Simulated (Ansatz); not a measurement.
**AlClGeH₄: a ladder of functionals and wavefunction methods**

The task here is to estimate one member of a computed series from the others.

The runs use Ansatz 0.2.0, Gaussian basis; functionals in def2-TZVPP, the program's frozen cores in correlated methods.

Plan: LDA (SPW92), PBE-D4, revPBE-D4, BLYP-D4, r2SCAN-D4, B97M-V, PBE0-D4, B3LYP-D4, r2SCANh-D4, r2SCAN0-D4, HSE06-D4, BHLYP-D4, CAM-B3LYP-D4, LC-ωPBE, ωB97X-V, ωB97M-V, B2PLYP, PBE-QIDH; CCSD(T)/def2-SVP; CCSD(T)/def2-TZVPP; MP2/def2-QZVPP; extrapolation to the limit; RPA on PBE.

### The relaxed structure

All runs share one geometry, relaxed beforehand with PBE0-D4 in a triple-zeta def2 set.

7 atoms, charge 0, spin multiplicity 1.

Atoms are counted from 1 here; the program's logs count them from 0.

Bond lengths: Al1–Ge2 2.464 Å, Al1–Cl3 2.343 Å, Al1–H4 1.578 Å, Al1–H5 1.578 Å, Ge2–Cl3 2.389 Å, Ge2–H6 1.546 Å, Ge2–H7 1.546 Å. Angles: Ge2–Al1–Cl3 59.5°, Ge2–Al1–H4 115.3°, Ge2–Al1–H5 115.3°, Cl3–Al1–H4 109.4°, Cl3–Al1–H5 109.4°, H4–Al1–H5 126.8°, Al1–Ge2–Cl3 57.7°, Al1–Ge2–H6 125.8°, Al1–Ge2–H7 125.8°, Cl3–Ge2–H6 99.9°, Cl3–Ge2–H7 99.9°, H6–Ge2–H7 105.2°, Al1–Cl3–Ge2 62.7°.

Set-up of the first run:

Contents of in.yaml:

```yaml
crystal:
  periodic: [false, false, false]
  atoms:
    - {symbol: Al, position_ang: [-1.065946, 0.200046, -0.753757]}
    - {symbol: Ge, position_ang: [1.183360, 0.136895, 0.249782]}
    - {symbol: Cl, position_ang: [-0.675916, -1.013055, 1.212701]}
    - {symbol: H, position_ang: [-1.299695, -0.802513, -1.950324]}
    - {symbol: H, position_ang: [-1.919783, 1.484168, -0.416818]}
    - {symbol: H, position_ang: [2.189277, -1.031362, 0.139290]}
    - {symbol: H, position_ang: [1.649902, 0.957822, 1.473427]}
basis:
  gaussian: {orbitals: def2-TZVPP}
hamiltonian: {xc: lda}
output: {orbitals: {seedname: orbitals}}
```

Among the steps run: LDA; PBE-D4 (GGA); revPBE-D4 (GGA); BLYP-D4 (GGA); r2SCAN-D4 (meta-GGA); B97M-V (meta-GGA); PBE0-D4 (hybrid); B3LYP-D4 (hybrid); r2SCANh-D4 (hybrid); r2SCAN0-D4 (hybrid); HSE06-D4 (hybrid); BHLYP-D4 (hybrid); CAM-B3LYP-D4 (range-separated); LC-ωPBE (range-separated); ωB97X-V (range-separated); ωB97M-V (range-separated); B2PLYP (double hybrid); PBE-QIDH (double hybrid).

One table of the session follows, with a row left open; its other results are not shown here.

It belongs to the step «Orbital energies across the functionals». 

```
  functional  HOMO (eV)  LUMO (eV)  gap (eV)
 LDA (SPW92)      -6.65      -2.73      3.92
      PBE-D4      -6.54      -2.49      4.05
   revPBE-D4      -6.50      -2.39      4.11
     BLYP-D4      -6.41      -2.37      4.04
   r2SCAN-D4      -6.81      -2.30      4.51
      B97M-V      -6.88      -2.34      4.54
     PBE0-D4      -7.58      -1.67      5.92
    B3LYP-D4      -7.40      -1.88      5.53
  r2SCANh-D4          ?          ?         ?
  r2SCAN0-D4      -7.76      -1.56      6.20
    HSE06-D4      -7.19      -2.04      5.15
    BHLYP-D4      -8.52      -0.76      7.76
CAM-B3LYP-D4      -8.82      -0.63      8.19
     LC-ωPBE     -10.09       0.50     10.59
     ωB97X-V      -9.78       0.39     10.17
     ωB97M-V      -9.60       0.24      9.84
```

Q: Estimate the row for r2SCANh-D4 from the others.

Worked estimate for «HOMO (eV)». Against the share of exact exchange, r2SCAN-D4 (0, -6.81), r2SCAN0-D4 (0.25, -7.76) give a slope of -3.80 per unit share; at 0.1 the line stands at -7.19.

**Answer.** HOMO (eV): -7.19; LUMO (eV): -2.00; gap (eV): 5.19. In «HOMO (eV)» the line misses by 0.00.
